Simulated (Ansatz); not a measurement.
# AsH2+ (singlet): from Hartree-Fock to the top rungs at distance As1–H3 = 1.234 Å, cc-pVDZ

An exercise on one series of results from a longer session: the logs are not shown, and one member is left open.

Computed with Ansatz 0.2.0, Gaussian basis. Level: cc-pVDZ, core rule «outside noble gas», up to 14 orbitals frozen.

Plan: UHF; CCSD(T) on RHF; CCSD(T) on UHF; BCCD(T) on RHF; CISD; CCSDT(Q) on RHF; CCSDT(Q) on UHF; CCSDTQ on RHF; CASSCF and MRCISD+Q, 2 electrons in 2 orbitals; CASSCF and NEVPT2, 2 electrons in 2 orbitals; CASSCF and MRCISD+Q, 6 electrons in 6 orbitals; CASSCF and NEVPT2, 6 electrons in 6 orbitals; Full CI.

22 further runs of the same task are left out: 15 that didn't finish, 7 set aside as unsound or not needed. Runs told in other sessions of the task aren't counted.

### The geometry

The geometry derives from a PBE0/def2-TZVP stationary point (not a proven minimum). One bond is set to the value named and the two fragments are kept rigid. No spin-orbit coupling is included. The filled d shell of As may be among the frozen orbitals whatever the setting's name suggests.

3 atoms, charge 1, spin multiplicity 1.

Atoms are counted from 1 here; the program's logs count them from 0.

Bond lengths: As1–H2 1.530 Å, As1–H3 1.234 Å. Angles: H2–As1–H3 91.0°.

The first run:

in.yaml

```yaml
crystal:
  periodic: [false, false, false]
  atoms:
    - {symbol: As, position_ang: [0.000000, -0.025388, 0.002764]}
    - {symbol: H, position_ang: [0.000000, 1.047311, -1.088135]}
    - {symbol: H, position_ang: [0.000000, 0.839809, 0.882646]}
basis:
  gaussian: {orbitals: cc-pVDZ}
total_charge: 1
magnetization: {spin_polarized: true, initial_magnetization: 0}
hamiltonian: {xc: hf}
output: {orbitals: {seedname: orbitals}}
```

On the command line:

```bash
$ ansatz run in.yaml --threads 1 --pin off --events-out ev --progress --plain --max-ram 2393MiB
```

Steps of the session up to this table: UHF; CCSD(T) on RHF; CCSD(T) on UHF; BCCD(T) on RHF; CISD; CCSDT(Q) on RHF; CCSDT(Q) on UHF; CCSDTQ on RHF; CASSCF and MRCISD+Q, 2 electrons in 2 orbitals; CASSCF and NEVPT2, 2 electrons in 2 orbitals; CASSCF and MRCISD+Q, 6 electrons in 6 orbitals; CASSCF and NEVPT2, 6 electrons in 6 orbitals; Full CI.

One of the session's tables, all rows but one given; the rest of the session is left out.

It belongs to the step «Misses and costs». 

| method | from FCI (meV) |
| --- | --- |
| RHF | +3150.8 |
| UHF | +3097.0 |
| RMP2 | ? |
| CISD | +179.2 |
| RCCSD | +66.8 |
| RCCSD(T) | +15.1 |
| BCCD(T) | +15.1 |
| RCCSDT | +2.8 |
| RCCSDT(Q) | +0.6 |
| RCCSDTQ | 0.0 |
| CASSCF pair | +2640.4 |
| NEVPT2 pair | +689.6 |
| CASSCF valence | +1812.9 |
| NEVPT2 valence | +513.3 |
| MRCISD valence | +54.7 |
| MRCISD+Q valence | -3.5 |
| FCI | 0 |

Estimate the missing values for RMP2.

As computed: from FCI (meV): +772.7. In the column «from FCI (meV)» it lies between NEVPT2 pair (+689.6) and CASSCF valence (+1812.9).

Not comparable, so not listed: CCSD(T) on UHF; CASSCF and MRCISD+Q, 2 electrons in 2 orbitals (they don't share determinant, frozen orbitals or solution with the rows shown, or repeat one).

To keep in mind: MRCISD+Q valence falls below full CI: the +Q correction isn't variational, and the cores differ from full CI's. Warnings in the runs' records: passed over end.
